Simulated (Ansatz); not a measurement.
# CH6FGaSi2: up Jacob's ladder to CCSD(T)

The task here is to estimate one member of a computed series from the others.

Computed with Ansatz 0.2.0, Gaussian basis. Level: functionals in def2-TZVPP, the program's frozen cores in correlated methods.

Levels to be run: LDA (SPW92), PBE-D4, revPBE-D4, BLYP-D4, r2SCAN-D4, B97M-V, PBE0-D4, B3LYP-D4, r2SCANh-D4, r2SCAN0-D4, HSE06-D4, BHLYP-D4, CAM-B3LYP-D4, LC-ωPBE, ωB97X-V, ωB97M-V, B2PLYP, PBE-QIDH; CCSD(T)/def2-SVP; CCSD(T)/def2-TZVPP; MP2/def2-QZVPP; extrapolation to the limit; RPA on PBE.

## Structure used throughout

An earlier PBE0-D4 in a triple-zeta def2 set relaxation fixed the geometry.

11 atoms, charge 0, spin multiplicity 1.

Atoms are counted from 1 here; the program's logs count them from 0.

Bond lengths: F1–Si2 1.600 Å, Si2–Ga3 2.289 Å, Si2–C4 1.845 Å, Si2–H6 1.482 Å, Ga3–C4 2.081 Å, Ga3–H7 1.553 Å, C4–Si5 1.848 Å, C4–H8 1.100 Å, Si5–H9 1.489 Å, Si5–H10 1.490 Å, Si5–H11 1.491 Å. Angles: F1–Si2–Ga3 129.9°, F1–Si2–C4 121.2°, F1–Si2–H6 108.2°, Ga3–Si2–C4 59.3°, Ga3–Si2–H6 116.9°, C4–Si2–H6 112.7°, Si2–Ga3–C4 49.7°, Si2–Ga3–H7 175.9°, C4–Ga3–H7 128.5°, Si2–C4–Ga3 71.0°, Si2–C4–Si5 122.9°, Si2–C4–H8 115.7°, Ga3–C4–Si5 132.7°, Ga3–C4–H8 96.9°, Si5–C4–H8 111.3°, C4–Si5–H9 109.1°, C4–Si5–H10 111.2°, C4–Si5–H11 113.1° and more.

Set-up of the first run:

File in.yaml:

```yaml
crystal:
  periodic: [false, false, false]
  atoms:
    - {symbol: F, position_ang: [-2.534763, -0.883888, 1.409752]}
    - {symbol: Si, position_ang: [-1.138473, -0.115460, 1.272370]}
    - {symbol: Ga, position_ang: [0.988499, -0.848690, 1.691759]}
    - {symbol: C, position_ang: [0.022164, -0.482863, -0.114194]}
    - {symbol: Si, position_ang: [0.347626, 0.705751, -1.491512]}
    - {symbol: H, position_ang: [-1.391871, 1.335919, 1.436823]}
    - {symbol: H, position_ang: [2.404515, -1.440532, 1.926473]}
    - {symbol: H, position_ang: [0.019707, -1.522277, -0.474856]}
    - {symbol: H, position_ang: [0.380707, 2.089774, -0.942147]}
    - {symbol: H, position_ang: [1.663086, 0.436350, -2.137219]}
    - {symbol: H, position_ang: [-0.695699, 0.668817, -2.556448]}
basis:
  gaussian: {orbitals: def2-TZVPP}
hamiltonian: {xc: lda}
output: {orbitals: {seedname: orbitals}}
```

Among the steps run: LDA; PBE-D4 (GGA); revPBE-D4 (GGA); BLYP-D4 (GGA); r2SCAN-D4 (meta-GGA); B97M-V (meta-GGA); PBE0-D4 (hybrid); B3LYP-D4 (hybrid); r2SCANh-D4 (hybrid); r2SCAN0-D4 (hybrid); HSE06-D4 (hybrid); BHLYP-D4 (hybrid); CAM-B3LYP-D4 (range-separated); LC-ωPBE (range-separated); ωB97X-V (range-separated); ωB97M-V (range-separated); B2PLYP (double hybrid); PBE-QIDH (double hybrid).

One of the session's tables, all rows but one given; the rest of the session is left out.

It belongs to the step «Orbital energies across the functionals». 

```
  functional  HOMO (eV)  LUMO (eV)  gap (eV)
 LDA (SPW92)      -5.51      -3.35      2.16
      PBE-D4      -5.37      -3.10      2.27
   revPBE-D4      -5.31      -2.99      2.32
     BLYP-D4      -5.22      -3.00      2.23
   r2SCAN-D4      -5.56      -2.91      2.65
      B97M-V      -5.61      -3.08      2.53
     PBE0-D4      -6.32      -2.32      4.00
    B3LYP-D4      -6.14      -2.54      3.60
  r2SCANh-D4      -5.91      -2.63      3.28
  r2SCAN0-D4      -6.44      -2.22      4.23
    HSE06-D4      -5.93      -2.68      3.24
    BHLYP-D4      -7.15      -1.51      5.64
CAM-B3LYP-D4          ?          ?         ?
     LC-ωPBE      -8.71      -0.22      8.48
     ωB97X-V      -8.42      -0.36      8.06
     ωB97M-V      -8.28      -0.55      7.73
```

**Question.** Estimate the row for CAM-B3LYP-D4.

The run gave: HOMO (eV): -7.50; LUMO (eV): -1.35; gap (eV): 6.15. In the column «HOMO (eV)» it lies between ωB97M-V (-8.28) and BHLYP-D4 (-7.15).
